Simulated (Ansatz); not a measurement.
# CH2BrCl, SMILES ClCBr: an active-space calculation

With Ansatz 0.2.0 through its Python package.

The script reads `ch2brcl.xyz`:
```text
5

Cl   -1.55990    0.09320    0.56290
C    -0.00930    0.04200   -0.17460
Br    1.24880   -0.59570    1.10690
H     0.38590    1.04740   -0.50590
H    -0.01560   -0.66070   -1.03080
```

Notebook, run cell by cell (the value of a cell's last expression is shown):

**Cell 1**
```python
from dataclasses import dataclass

import ansatz as az
```

**Cell 2**
```python
@dataclass(frozen=True)
class RunConfig:
    basis_set: str = "def2-SVP"
```

**Cell 3**
```python
settings = RunConfig()

geometry = az.Crystal.molecule_from_extxyz("ch2brcl.xyz")
```

**Cell 4**
```python
calculation = (
    geometry.calculation()
    .basis(gaussian=settings.basis_set)
    .correlation(active_electrons=6, active_orbitals=7)
)
for method in [None]:
    data = (calculation if method is None else calculation.correlation(method)).run(threads=1, pin="off").report
    space = data["configurations"]
    state = space["states"][0]
    print(method or "casscf", f"total {data['free_energy_ev'] / 27.211386246:.6f} Ha, active-space state {state['energy']['hartree']:.6f} Ha, mean field {data['reference_energy_ev'] / 27.211386246:.6f} Ha")
    print("  determinants", state["n_determinants"], " natural occupations", [round(n, 3) for n in space["natural_occupations"]])
print("effectively unpaired electrons, sum of min(n, 2 - n):", round(sum(min(n, 2 - n) for n in space["natural_occupations"]), 3))
```
Output:
```text
casscf total -3070.507912 Ha, active-space state -3070.507912 Ha, mean field -3070.437909 Ha
  determinants 1225  natural occupations [1.975, 1.973, 1.968, 0.032, 0.025, 0.022, 0.005]
effectively unpaired electrons, sum of min(n, 2 - n): 0.169
```

Total energies depend on the basis set; only differences at equal settings carry meaning. The geometry is a force-field or estimated start, not a minimum of this method, and the basis set is short of its limit. The active space starts as a window about the frontier orbitals and is then optimised, not chosen by chemistry. It ran for 15 s on 1 thread of Arm Neoverse V1 (shared host), peak memory 0.24 GiB.

(Lines on the test bed's own set-up are left out of the output.)
